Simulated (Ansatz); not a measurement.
**CH4O2SSi: up Jacob's ladder to CCSD(T)**

An exercise on one series of results from a longer session: the logs are not shown, and one member is left open.

Method: functionals in def2-TZVPP, the program's frozen cores in correlated methods; program: Ansatz 0.2.0, Gaussian basis.

The runs, in order: LDA (SPW92), PBE-D4, revPBE-D4, BLYP-D4, r2SCAN-D4, B97M-V, PBE0-D4, B3LYP-D4, r2SCANh-D4, r2SCAN0-D4, HSE06-D4, BHLYP-D4, CAM-B3LYP-D4, LC-ωPBE, ωB97X-V, ωB97M-V, B2PLYP, PBE-QIDH; CCSD(T)/def2-SVP; CCSD(T)/def2-TZVPP; MP2/def2-QZVPP; extrapolation to the limit; RPA on PBE.

## The geometry

All runs share one geometry, relaxed beforehand with PBE0-D4 in a triple-zeta def2 set.

SMILES `O[SiH]1OCS1`, 9 atoms, charge 0, spin multiplicity 1.

Atoms are counted from 1 here; the program's logs count them from 0.

Bond lengths: O1–Si2 1.626 Å, O1–H6 0.960 Å, Si2–O3 1.661 Å, Si2–S5 2.123 Å, Si2–H7 1.473 Å, O3–C4 1.418 Å, C4–S5 1.853 Å, C4–H8 1.091 Å, C4–H9 1.091 Å. Angles: Si2–O1–H6 117.6°, O1–Si2–O3 116.2°, O1–Si2–S5 118.6°, O1–Si2–H7 103.6°, O3–Si2–S5 85.2°, O3–Si2–H7 114.3°, S5–Si2–H7 119.1°, Si2–O3–C4 99.1°, O3–C4–S5 103.5°, O3–C4–H8 111.1°, O3–C4–H9 110.9°, S5–C4–H8 110.5°, S5–C4–H9 110.1°, H8–C4–H9 110.6°, Si2–S5–C4 72.1°.

Set-up of the first run:

Input file in.yaml:

```yaml
crystal:
  periodic: [false, false, false]
  atoms:
    - {symbol: O, position_ang: [-0.685363, 1.346119, 1.610997]}
    - {symbol: Si, position_ang: [0.366218, 0.708587, 0.547973]}
    - {symbol: O, position_ang: [0.376047, -0.947866, 0.430528]}
    - {symbol: C, position_ang: [0.077252, -1.077205, -0.949807]}
    - {symbol: S, position_ang: [-0.163737, 0.672881, -1.507469]}
    - {symbol: H, position_ang: [-1.615789, 1.141363, 1.493987]}
    - {symbol: H, position_ang: [1.657899, 1.295252, 0.945202]}
    - {symbol: H, position_ang: [-0.835439, -1.655770, -1.100913]}
    - {symbol: H, position_ang: [0.911412, -1.529661, -1.487500]}
basis:
  gaussian: {orbitals: def2-TZVPP}
hamiltonian: {xc: lda}
output: {orbitals: {seedname: orbitals}}
```

Steps of the session up to this table: LDA; PBE-D4 (GGA); revPBE-D4 (GGA); BLYP-D4 (GGA); r2SCAN-D4 (meta-GGA); B97M-V (meta-GGA); PBE0-D4 (hybrid); B3LYP-D4 (hybrid); r2SCANh-D4 (hybrid); r2SCAN0-D4 (hybrid); HSE06-D4 (hybrid); BHLYP-D4 (hybrid); CAM-B3LYP-D4 (range-separated); LC-ωPBE (range-separated); ωB97X-V (range-separated); ωB97M-V (range-separated); B2PLYP (double hybrid); PBE-QIDH (double hybrid).

One of the session's tables, all rows but one given; the rest of the session is left out.

It belongs to the step «Frontier levels by functional». 

```
  functional  HOMO (eV)  gap (eV)
 LDA (SPW92)      -6.22      5.03
      PBE-D4      -6.10      5.12
   revPBE-D4      -6.05      5.16
     BLYP-D4      -5.94      5.06
   r2SCAN-D4      -6.37      5.67
      B97M-V      -6.47      5.74
     PBE0-D4      -7.34      7.35
    B3LYP-D4      -7.10      6.84
  r2SCANh-D4      -6.83      6.49
  r2SCAN0-D4      -7.52      7.71
    HSE06-D4      -6.94      6.56
    BHLYP-D4      -8.45      9.42
CAM-B3LYP-D4      -8.68      9.74
     LC-ωPBE     -10.09     12.40
     ωB97X-V          ?         ?
     ωB97M-V      -9.55     11.45
```

**Question.** Estimate the row for ωB97X-V.

**Answer.** HOMO (eV): -9.72; gap (eV): 11.88. In the column «HOMO (eV)» it lies between LC-ωPBE (-10.09) and ωB97M-V (-9.55).
